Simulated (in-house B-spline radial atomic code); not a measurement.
# Excited states and polarisability of Ti¹⁸⁺ by several methods

How far do the methods of linear response differ for Ti¹⁸⁺? Each gives excitation energies, polarisability and C6.

Program: in-house B-spline radial atomic code version 1. Level of theory: linear response of a closed shell, each method with its own adiabatic kernel; spin-free one-electron X2C, finite nucleus; B-spline basis; no spin-orbit coupling, no double excitations; only terms of natural parity, (−1)^L, with L up to 3 are computed. These are calculated values, not measurements, unless marked.

## (1) The system

| Property | Result |
| --- | --- |
| element | titanium (Z = 22) |
| charge | +18 |
| configuration | [He] 2s2 |
| runs | TDHF; PBE; CAM-B3LYP; BHandHLYP; PBEsol |

Outer shells as boxes (Hund's rule):

Ti¹⁸⁺
```
[He] core
2s [↑↓]
```

## (2) TDHF

Input settings:

```ini
Z = 22
electrons = 4.0
configuration = [He] 2s2
hamiltonian = x2c
method = hf
box_radius = 6.14
rms_radius = 3.5921
intervals = 68
```

Launch:

```sh
> python run_td.py task.json out
```

task.json lists these runs, among others, and the program works through them in turn.

## (3) PBE

Settings: those of step 2 with these lines changed.

```diff
@@ -4,3 +4,3 @@
 hamiltonian = x2c
-method = hf
+method = pbe,pbe
 box_radius = 6.14
```

## (4) CAM-B3LYP

Settings: those of step 3 with these lines changed.

```diff
@@ -4,3 +4,3 @@
 hamiltonian = x2c
-method = pbe,pbe
+method = camb3lyp
 box_radius = 6.14
```

## (5) BHandHLYP

Settings: those of step 4 with these lines changed.

```diff
@@ -4,3 +4,3 @@
 hamiltonian = x2c
-method = camb3lyp
+method = bhandhlyp
 box_radius = 6.14
```

## (6) PBEsol

Settings: those of step 5 with these lines changed.

```diff
@@ -4,3 +4,3 @@
 hamiltonian = x2c
-method = bhandhlyp
+method = pbesol
 box_radius = 6.14
```

What does the calculation give? Wanted: for each run, threshold; 2s→2p ¹P; 2s→2p ³P, Tamm-Dancoff; α; C6.

As calculated:

| run | threshold (eV) | 2s→2p ¹P (eV) | 2s→2p ³P, Tamm-Dancoff (eV) | α (bohr³) | C6 (hartree bohr⁶) | time |
| --- | --- | --- | --- | --- | --- | --- |
| TDHF | 1340.7 | 65.758 | 34.181 | 0.02977 | 0.001754 | 0.2 s |
| PBE | 1310.8 | 68.148 | 37.484 | 0.02823 | 0.001643 | 0.2 s |
| CAM-B3LYP | 1319.2 | 67.087 | 35.705 | 0.02885 | 0.001686 | 0.4 s |
| BHandHLYP | 1326.5 | 66.500 | 34.731 | 0.02924 | 0.001714 | 0.3 s |
| PBEsol | 1309.4 | 68.344 | 37.828 | 0.02817 | 0.001641 | 0.2 s |

In words: α runs from 0.0282 (PBEsol) to 0.0298 bohr³ (TDHF). The semilocal functionals put the threshold at 1309.4 to 1310.8 eV, under Hartree-Fock's 1340.7 eV, since their potential decays too fast. Spin-orbit coupling, absent here, splits and mixes these terms strongly in an ion this highly charged, so they need not match single real levels.
